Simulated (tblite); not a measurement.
# C2H15NSi4: the cost of one run

The runs use tblite 0.8.0 and PySCF 2.14.0, with density-fitted response routines of our own; the level of theory stands in each step. All values are computed, except where a source is named. Atoms count from 0, in the outputs and in this text.

### Step 1. The starting structure

22 atoms, charge 0, multiplicity 1; geometry from: force field or distance geometry start.

Bonds of the start (Å): C0–N1 1.45, N1–C2 1.44, N1–Si3 1.78, Si3–Si4 2.25, Si3–Si5 2.22, Si5–Si6 2.22, C0–H7 1.10, C0–H8 1.12, C0–H9 1.13, C2–H10 1.10, C2–H11 1.12, C2–H12 1.12, Si3–H13 1.48, Si4–H14 1.47, Si4–H15 1.48, Si4–H16 1.47, Si5–H17 1.48, Si5–H18 1.46, Si6–H19 1.47, Si6–H20 1.46, Si6–H21 1.48.

### Step 2. Relaxing the molecule with GFN2-xTB

Job settings and geometry (Å):

```
{"job": {"kind": "relax", "xc": "GFN2-xTB", "basis": "xTB"}, "charge": 0, "multiplicity": 1}
C     -2.312700    -1.186000     0.564000
N     -1.111200    -0.970900    -0.226300
C     -1.518100    -0.252800    -1.401500
Si     0.163500    -0.123400     0.691400
Si    -0.810000     1.704300     1.559600
Si     1.827100     0.605500    -0.593100
Si     3.560400    -0.779500    -0.657800
H     -2.062400    -1.562600     1.565200
H     -2.977400    -1.943200     0.073700
H     -2.913400    -0.234400     0.621900
H     -0.670800    -0.021100    -2.059200
H     -2.065800     0.689100    -1.122700
H     -2.243900    -0.881200    -1.975500
H      0.631700    -1.030400     1.762100
H     -2.251200     1.732400     1.249100
H     -0.219200     2.899200     0.918300
H     -0.616700     1.755100     3.012300
H      2.307000     1.863700     0.031700
H      1.356600     0.985800    -1.921100
H      4.263800    -0.889300     0.633300
H      3.155400    -2.118100    -1.072000
H      4.497100    -0.222800    -1.653900
```

The run is started by

```console
> OMP_NUM_THREADS=1 python probes_run.py task.json out
```

One launch serves the whole session: the jobs run in the order shown.

Q: Estimate the wall time and peak memory of this first job on 1 thread of Intel Xeon 6975P-C, shared host.

About 2.3 s, with a peak of 0.18 GiB.
